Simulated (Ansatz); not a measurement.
# GeH7OP: the cost of one run

The runs use Ansatz 0.2.0, Gaussian basis; PBE0-D4, def2-SVP first, then def2-TZVP.

152 further runs of the same task are left out: 152 set aside as unsound or not needed.

## 1. The system as given

The guess: 10 atoms, charge 0, spin multiplicity 1.

Atoms are counted from 1 here; the program's logs count them from 0.

Bond lengths: Ge1–H3 1.488 Å, Ge1–H4 1.489 Å, Ge1–H5 1.520 Å, Ge1–P7 2.268 Å, O2–H8 0.955 Å, H6–P7 1.431 Å, P7–H9 1.371 Å, P7–H10 1.412 Å. Angles: H3–Ge1–H4 113.0°, H3–Ge1–H5 108.3°, H3–Ge1–P7 109.9°, H4–Ge1–H5 106.9°, H4–Ge1–P7 109.3°, H5–Ge1–P7 109.3°, Ge1–P7–H6 99.4°, Ge1–P7–H9 104.3°, Ge1–P7–H10 109.3°, H6–P7–H9 104.3°, H6–P7–H10 139.1°, H9–P7–H10 96.4°.

As a file:

```xyz
10

Ge   -0.6641   -1.0944   -0.1149
O     1.5958    0.0723    0.3209
H     0.1064   -1.5727   -1.2941
H    -0.2881   -1.7900    1.1467
H    -2.1359   -1.3852   -0.3572
H     0.8325    1.1293    0.9154
P    -0.3733    1.1395    0.1448
H     2.5387    0.1469    0.1890
H     0.0209    1.5763   -1.0939
H    -1.6328    1.7781    0.1433
```

Distances that are to change: Ge1–P7 2.27 Å, O2–H6 1.43 Å, Ge1–O2 2.58 Å, H6–P7 1.43 Å.

## 2. Relaxing the guess with the reacting distances held

hold/in.yaml reads:

```yaml
crystal:
  periodic: [false, false, false]
  atoms:
    - {symbol: Ge, position_ang: [-0.664100, -1.094400, -0.114900]}
    - {symbol: O, position_ang: [1.595800, 0.072300, 0.320900]}
    - {symbol: H, position_ang: [0.106400, -1.572700, -1.294100]}
    - {symbol: H, position_ang: [-0.288100, -1.790000, 1.146700]}
    - {symbol: H, position_ang: [-2.135900, -1.385200, -0.357200]}
    - {symbol: H, position_ang: [0.832500, 1.129300, 0.915400]}
    - {symbol: P, position_ang: [-0.373300, 1.139500, 0.144800]}
    - {symbol: H, position_ang: [2.538700, 0.146900, 0.189000]}
    - {symbol: H, position_ang: [0.020900, 1.576300, -1.093900]}
    - {symbol: H, position_ang: [-1.632800, 1.778100, 0.143300]}
basis:
  gaussian: {orbitals: def2-SVP}
hamiltonian: {xc: pbe0, dispersion: d4}
relax: {f_tol: 0.04, max_steps: 150, escape_saddle: false, constraints: [{distance: [0, 6]}, {distance: [1, 5]}, {distance: [0, 1]}, {distance: [5, 6]}]}
```

The run is started by

```bash
ansatz run in.yaml --threads 4 --pin off --events-out ev --progress --plain --max-ram 9574MiB
```

**Question.** How long does this run take on 4 threads of Arm Neoverse V2, shared host?

About 10 s.
